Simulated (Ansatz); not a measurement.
HfGe:

```xyz
2
Lattice="3.5008 0.0000 0.0000 0.0000 3.5008 0.0000 0.0000 0.0000 3.5008" Properties=species:S:1:pos:R:3 pbc="T T T"
Hf    0.0000    0.0000    0.0000
Ge    1.7504    1.7504    1.7504
```

The cell was built by a generator and needn't be a form met in nature.

| Property | Result |
| --- | --- |
| Program | Ansatz 0.2.0 |
| Task | relaxation of cell and atoms |
| Functional | PBEsol0 |
| Potentials or basis | Ansatz PAW |
| Cutoff | 420 eV (not typed: the program's choice for these potentials) |
| k mesh | 4 × 4 × 4 |
| Occupations | fermi-dirac, width 0.05 eV |
| Spin | no spin polarisation |

At the start: volume 21.45 Å³/atom.

Problem. Where does the relaxation end?

Solution. It ends after 4 steps and the volume is 18.48 Å³/atom (-13.9 %); space group Pm-3m (No. 221, to 0.05 Å).

Step by step:
| step | energy change (eV) | largest force (eV/Å) | volume (Å³) |
| --- | --- | --- | --- |
| 1 | 0.0000 | 0.0000 | 42.91 |
| 2 | -0.3079 | 0.0000 | 36.93 |
| 3 | -0.3079 | 0.0000 | 36.96 |
| 4 | -0.3059 | 0.0000 | 36.96 |

Final structure:
```
CELL_PARAMETERS angstrom
3.33104 0.00000 0.00000
0.00000 3.33104 0.00000
0.00000 0.00000 3.33104
ATOMIC_POSITIONS crystal
Hf 0.00000 0.00000 0.00000
Ge 0.50000 0.50000 0.50000
```

Caveat: the k mesh is coarse (spacing up to 0.45 Å⁻¹), so the values aren't converged, least of all with exact exchange; the plane-wave basis is chosen anew once the cell has moved, so the energies of steps on either side of that aren't comparable; the PAW data sets come from PBE, with cores solved anew for the run's functional, which leaves a small shift of forces and pressure.
